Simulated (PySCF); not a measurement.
# Solver options tried on HgO⁺

Aim: find out which solver settings change the answer for HgO⁺.

Method: method and basis as typed in the scripts; program: PySCF 2.14.0.

9 further runs of the same task are left out: 1 for a known fault of the program, 8 that didn't finish.

## 1. Starting geometry

HgO⁺: 2 atoms, charge 1, spin multiplicity 2.

Bond lengths: Hg1–O2 2.219 Å.

## 2. The base run

Contents of input.py:

```python
from pyscf import gto, scf
from pyscf.geomopt.geometric_solver import optimize

mol = gto.M(
    atom='Hg 0 0 0; O 0 0 2.219',
    basis='sbkjc',
    ecp={'Hg': 'sbkjc', 'O': 'sbkjc'},
    charge=1,
    spin=1,
    verbose=4,
)
mf = scf.UHF(mol)
mf.kernel()
mol_eq = optimize(mf, maxsteps=30)
print('optimised geometry (angstrom)')
print(mol_eq.tostring('raw'))
print('orbital energies (hartree):', [e[max(0, n-3):n+3].round(4) for e, n in zip(mf.mo_energy, mol.nelec)])
```

Run with:

```bash
$ python input.py
```

The log of this run is left out.

Base result: at the starting geometry E(SCF) = -168.087389 Eh, ⟨S²⟩ = 0.774, optimised bond 2.058 Å in 6 steps; the optimisation lowers the energy by 0.184 eV.

## 3. Initial guess sap

Edit 1 changes initial guess: minao → sap.

Contents of input.py:

```python
from pyscf import gto, scf
from pyscf.geomopt.geometric_solver import optimize

mol = gto.M(
    atom='Hg 0 0 0; O 0 0 2.219',
    basis='sbkjc',
    ecp={'Hg': 'sbkjc', 'O': 'sbkjc'},
    charge=1,
    spin=1,
    verbose=4,
)
mf = scf.UHF(mol)
mf.init_guess = 'sap'
mf.kernel()
mol_eq = optimize(mf, maxsteps=30)
print('optimised geometry (angstrom)')
print(mol_eq.tostring('raw'))
print('orbital energies (hartree):', [e[max(0, n-3):n+3].round(4) for e, n in zip(mf.mo_energy, mol.nelec)])
```

Run with:

```bash
$ python input.py
```

## 4. Initial guess 1e

Edit 2 changes initial guess: minao → 1e.

input.py: that of step 2 with these lines changed.

```diff
@@ -12,2 +12,3 @@
 mf = scf.UHF(mol)
+mf.init_guess = '1e'
 mf.kernel()
```

## 5. Initial guess atom

Edit 3 changes initial guess: minao → atom.

input.py: that of step 2 with these lines changed.

```diff
@@ -12,2 +12,3 @@
 mf = scf.UHF(mol)
+mf.init_guess = 'atom'
 mf.kernel()
```

## 6. Smearing width 0.001 hartree

Edit 4 changes smearing width: none → 0.001 hartree; step after the SCF: optimize → none.

Contents of input.py:

```python
from pyscf import gto, scf

mol = gto.M(
    atom='Hg 0 0 0; O 0 0 2.219',
    basis='sbkjc',
    ecp={'Hg': 'sbkjc', 'O': 'sbkjc'},
    charge=1,
    spin=1,
    verbose=4,
)
mf = scf.UHF(mol)
mf = scf.addons.smearing_(mf, sigma=0.001, method='fermi')
mf.kernel()
mf.dip_moment()
print('orbital energies (hartree):', [e[max(0, n-3):n+3].round(4) for e, n in zip(mf.mo_energy, mol.nelec)])
```

What does the calculation give? Wanted: for each run, E(SCF); from base; gap, α spin; after the SCF.

**Answer**, as computed:

```tsv
run	E(SCF) (hartree)	from base (eV)	cycles	gap, α spin (eV)	after the SCF
base	-168.087389	0	16	9.35	bond 2.058 Å, -0.184 eV
initial guess sap	-168.087389	0.0000	19	9.35	bond 2.058 Å, -0.184 eV
initial guess 1e	-168.087389	0.0000	17	9.35	bond 2.058 Å, -0.184 eV
initial guess atom	-168.087389	0.0000	13	9.35	bond 2.058 Å, -0.184 eV
smearing width 0.001 hartree	-167.826654	not comparable	21	n/a	n/a
```

SCF columns refer to the geometry typed in the script.

Distance from each run's final energy (log10 hartree) by cycle:

```tsv
run	cycle 1	cycle 2	cycle 3	cycle 5	cycle 8	cycle 12
base	1.2	1.1	0.1	-1.3	-2.2	-6.2
initial guess sap	1.6	1.8	1.1	0.3	-1.1	-3.0
initial guess 1e	1.6	1.4	0.2	-0.7	-1.9	-5.0
initial guess atom	-1.1	-1.6	-3.0	-2.1	-4.2	-9.4
smearing width 0.001 hartree	1.2	1.1	0.1	-1.2	-3.3	-3.5
```

No change of the SCF energy comes from initial guess sap or initial guess 1e or initial guess atom. The base needs 16 cycles and the run with initial guess sap needs 19.
